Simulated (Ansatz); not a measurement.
Predict the output of the script below (the Ansatz DFT code, driven from Python).

Script `c2h4ose_bde.py`:
```python
'''Cost of removing each kind of hydrogen from C2H4OSe, fragments frozen.'''

import logging
import sys

import ansatz as az

logging.basicConfig(stream=sys.stdout, format='%(levelname)s:%(name)s:%(message)s')
logger = logging.getLogger('calc')
logger.setLevel(logging.INFO)


def total_energy(molecule, charge=0, unpaired=0):
    calc = (
        molecule.calculation()
        .basis(gaussian='6-31G*')
        .functional('hf')
    )
    if charge:
        calc = calc.charge(charge)
    if unpaired:
        calc = calc.spin('collinear', total=unpaired)
    report = calc.run(threads=1).report
    if report['published_state_doubts']:
        print('  doubts:', report['published_state_doubts'])
    return report['free_energy_ev']

def without(molecule, index):
    rest = az.Crystal.molecule()
    for i, site in enumerate(molecule.cartesian_sites):
        if i != index:
            rest = rest.atom(site.symbol, site.position_ang)
    return rest

system = (
    az.Crystal.molecule()
    .atom('C', (0.0865, 0.7967, 0.0842))
    .atom('C', (-0.0724, -0.5771, -0.3787))
    .atom('O', (-0.0631, -1.6196, 0.5234))
    .atom('Se', (-0.1905, -0.8284, -2.3403))
    .atom('H', (1.0074, 0.9885, 0.5764))
    .atom('H', (-0.7978, 1.0936, 0.762))
    .atom('H', (0.0126, 1.5149, -0.8054))
    .atom('H', (0.1095, -1.4256, 1.5226))
)

whole = total_energy(system, 0)
hydrogen = total_energy(az.Crystal.molecule().atom('H', (0, 0, 0)), 0, 1)
logger.info(f'E(molecule) = {whole:.5f} eV, E(H) = {hydrogen:.5f} eV')
for index in [6, 7]:
    radical = total_energy(without(system, index), 0, 1)
    logger.info(f'H{index}: homolysis {96.485332 * (radical + hydrogen - whole):.1f} kJ/mol')
    anion = total_energy(without(system, index), -1)
    logger.info(f'H{index}: loss of a proton {96.485332 * (anion - whole):.1f} kJ/mol')
```

```console
$ python c2h4ose_bde.py
INFO:calc:E(molecule) = -69454.26972 eV, E(H) = -13.55761 eV
INFO:calc:H6: homolysis 357.9 kJ/mol
INFO:calc:H6: loss of a proton 1713.8 kJ/mol
INFO:calc:H7: homolysis 205.7 kJ/mol
INFO:calc:H7: loss of a proton 1386.0 kJ/mol
```

Reading the output:
- Total energies depend on the basis set; only differences at equal settings carry meaning.
- The geometry is a force-field or estimated start, not a minimum of this method, and the basis set is short of its limit. All parts are taken at fixed geometry, without zero-point energy.
- The expectation value of S² is noticeably off S(S+1) in at least one run, so that state is spin-contaminated.
- Hartree-Fock leaves correlation out, so bond, atomisation and ionisation energies come out well too low.
- The spin-orbit lowering of heavy atoms is left out.
- Anions want diffuse functions, which this basis lacks.
- Wall time of the script: 19 s on 1 thread of AMD EPYC 9R45 96-Core Processor (Zen 5) (shared host), peak memory 0.31 GiB.

(Lines on the test bed's own set-up are left out of the output.)
